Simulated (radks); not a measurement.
# Se²⁸⁺ in [He] 2s2 2p1.5 3d0.5: an all-electron calculation

Aim: the levels, the sizes of the orbitals and the parts of the energy of the selenium ion Se28+.

Method: scalar-relativistic Kohn-Sham, r2SCAN, spin-polarised, spherical densities, finite nucleus; open shells are filled with parallel spins first. Code: radks (a radial shooting solver on a logarithmic mesh, Libxc functionals) version 1.

**1. Starting point**

- element: selenium (Z = 34)
- charge: +28
- electrons: 6
- configuration: [He] 2s2 2p1.5 3d0.5
- nuclear rms radius: 4.14 fm

**2. The run**

Input:

```text
Z 34
configuration [He] 2s2 2p1.5 3d0.5
relativity scalar-relativistic
functional r2scan,r2scan
spin polarised
nucleus finite rms 4.14 fm
c 137.035999084
```

What does the calculation give?

As calculated:

```
                        quantity                    value
                    total energy      -1616.89539 hartree
exchange-correlation share of it                   2.17 %
                            −T/E                   1.0276
          highest occupied level        3d up, -1254.7 eV
    most extended occupied level  3d up, <r> = 0.354 bohr
 radius at density 0.001 e/bohr³               0.892 bohr
    maxima of the radial density                        2
```

What this shows: 3 principal shells are occupied and 2 maxima appear in the radial density; where shells overlap, one shows as a shoulder or not at all. −T/E is 1.028: with relativity the kinetic term as defined here no longer equals −E. This is not the tabulated ground configuration, so its levels and sizes aren't those of the ground state, and no measured value stands beside it.
